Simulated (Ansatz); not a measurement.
**PH (SMILES [PH]) at UMP2/3-21G**

What is the electronic atomisation energy of PH at UMP2/3-21G? 

The calculation is run with Ansatz 0.2.0.

57 further runs of the same task are left out: 57 set aside as unsound or not needed.

### 1 The structure to begin with

PH: 2 atoms, total charge 0, spin state triplet. As SMILES, `[PH]`. The shape is that of a GFN2-xTB optimisation.

Bond lengths: P1–H2 1.399 Å.

### 2 A single-point energy at UMP2/3-21G

The input, run.yaml:

```yaml
crystal:
  periodic: [false, false, false]
  atoms:
    - {symbol: P, position_ang: [0.000000, 0.000000, 0.000000]}
    - {symbol: H, position_ang: [0.000000, 0.000000, 1.399070]}
basis:
  gaussian: {orbitals: 3-21G.json}
accuracy: high
correlation: {method: mp2, frozen_orbitals: {H: 0, P: 5}}
total_charge: 0
magnetization: {spin_polarized: true, initial_magnetization: 2}
```

The basis set 3-21G is read from a file made from the Basis Set Exchange's data (not shown).

The run is started by

```
ansatz run run.yaml --threads 1 --pin off --max-ram 2610MiB --events-out events.jsonl --progress --plain --runs-dir runs
```

The log of the run:

```text
Warning: RAYON_NUM_THREADS=1 ignored (pool sized by the plan → 1); use --threads N
Functional definition: HF
  name "HF"
  exchange = exact_x
  correlation = 0
277 factors; integrals over basis functions are off by at most 2.2e-9 eV
mean field evaluation 1: about -9239.4626 eV, gradient 4.7e0 eV
mean field evaluation 2: about -9239.4640 eV, gradient 4.7e0 eV
mean field evaluation 4: about -9239.6852 eV, gradient 4.2e-1 eV
mean field evaluation 8: about -9239.6884 eV, gradient 8.6e-7 eV
mean field -9239.68837141 eV, -339.5522847637 hartree, gradient 1.3e-8 eV, S^2 2.010096; 0 other end points of the search recorded, 0 dependent functions left out
5 core orbitals not correlated: weight in the atoms' cores, before any rotation towards them, 1.000 or more for the frozen orbitals, at most 0.000 for the correlated occupied ones
reference -9239.68837141 eV, -339.5522847637 hartree; 4, 2 occupied and 6, 8 virtual orbitals, 277 factors
second order -0.83794418 eV of doubles, -0.00000000 eV of singles
Total energy: -9240.52631559 eV, -339.5830786443 hartree
```

Wall time 0.1 s (1 thread of Arm Neoverse V1, shared host).

### 3 The H atom: a single-point energy at UHF/3-21G

The input, job.yaml:

```yaml
crystal:
  periodic: [false, false, false]
  atoms:
    - {symbol: H, position_ang: [0.000000, 0.000000, 0.000000]}
basis:
  gaussian: {orbitals: 3-21G.json}
magnetization: {spin_polarized: true, initial_magnetization: 1}
accuracy: high
hamiltonian: {xc: hf}
```

The basis set 3-21G is read from a file made from the Basis Set Exchange's data (not shown).

Run the same way, it converges to -0.49620 Eh (log not shown).

### 4 The P atom, same level

The input, in.yaml:

```yaml
crystal:
  periodic: [false, false, false]
  atoms:
    - {symbol: P, position_ang: [0.000000, 0.000000, 0.000000]}
basis:
  gaussian:
    orbitals: 3-21G.json
magnetization:
  spin_polarized: true
  initial_magnetization: 3
correlation:
  method: mp2
  frozen_orbitals: {P: 5}
accuracy: high
```

The basis set 3-21G is read from a file made from the Basis Set Exchange's data (not shown).

Run the same way, it converges to -339.01314 Eh (log not shown).

### 5 Summary of results

At UMP2/3-21G, 5 core orbitals frozen:

| quantity | value |
| --- | --- |
| molecule: total energy | -339.58308 Eh |
| molecule: correlation energy (5 core orbitals frozen) | -30.8 mEh |
| molecule: ⟨S²⟩ of the reference determinant | 2.010 |
| H atom: total energy | -0.49620 Eh |
| H atom: ⟨S²⟩ | 0.750 |
| P atom: total energy | -339.01314 Eh |
| P atom: correlation energy (5 core orbitals frozen) | -13.1 mEh |
| P atom: ⟨S²⟩ of the reference determinant | 3.750 |
| electronic atomisation energy | 2.007 eV |

In words: Taking the molecule apart into free atoms costs 2.01 eV (46 kcal/mol), before zero-point energy and without spin-orbit coupling. The basis has no polarisation functions, which makes bonds too weak.
